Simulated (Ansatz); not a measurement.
# H11C2NO4: the cost of one run

All numbers below are computed with Ansatz 0.2.0 (DFT PBE+D3(BJ), plane waves, PAW, scalar-relativistic, no spin polarisation).

## 1. Starting point

The cell holds 18 atoms (C2H11NO4): a = 5.491 Å, b = 5.491 Å, c = 5.491 Å, α = 90.00°, β = 90.00°, γ = 90.00°.

The coordinates stand in the first input below.

## 2. Preparing the start

The input, input.yaml:

```yaml
accuracy: low
crystal:
  lattice:
    - [5.491447, 0.0, 0.0]
    - [0.0, 5.491447, 0.0]
    - [0.0, 0.0, 5.491447]
  atoms:
    - { symbol: O, position: [0.3134182, 0.81918, 0.3225404] }
    - { symbol: H, position: [0.4584468, 0.7190058, 0.3289188] }
    - { symbol: H, position: [0.2099473, 0.7370644, 0.2056659] }
    - { symbol: O, position: [0.2947565, 0.1173134, 0.7660248] }
    - { symbol: H, position: [0.2156761, 0.2449355, 0.8585868] }
    - { symbol: H, position: [0.4337812, 0.197525, 0.6929009] }
    - { symbol: O, position: [0.7990993, -0.0296496, 0.5708409] }
    - { symbol: H, position: [0.7826603, 0.0171654, 0.740095] }
    - { symbol: H, position: [0.7993328, 0.1238364, 0.4839452] }
    - { symbol: O, position: [0.024628, 0.4470519, 0.3655073] }
    - { symbol: H, position: [0.1014542, 0.2897228, 0.3868183] }
    - { symbol: H, position: [-0.1046538, 0.4160565, 0.2496007] }
    - { symbol: C, position: [0.7525171, 0.5393789, 0.7239061] }
    - { symbol: C, position: [0.7709344, 0.6489871, 0.9655888] }
    - { symbol: "N", position: [0.7857903, 0.7374007, 1.1605379] }
    - { symbol: H, position: [0.9157735, 0.5797172, 0.6179198] }
    - { symbol: H, position: [0.7333473, 0.3421473, 0.7395645] }
    - { symbol: H, position: [0.5942304, 0.611761, 0.6278902] }
basis:
  ecutwfc: 420.0
kpoints:
  mp_grid: { grid: [1, 1, 1] }
hamiltonian:
  xc: pbe
  dispersion: d3bj
scf:
  occupations: { method: fermi_dirac, width: 0.02 }
  lower_state_search: "off"
relax:
  f_tol: 0.3
  max_steps: 15
  adjacent_minimum: "off"
output:
  write_density: true
  write_potential: true
  elf: true
  volumetric_format: npy
```

Launch:

```
ansatz run input.yaml --threads 1 --pin off --max-ram 3072MiB --backend cpu --events-out ev --progress --plain --runs-dir out
```

Q: Estimate wall time and peak memory on 1 thread of an Arm CPU, shared host.

About 18 s, with a peak of 0.32 GiB.
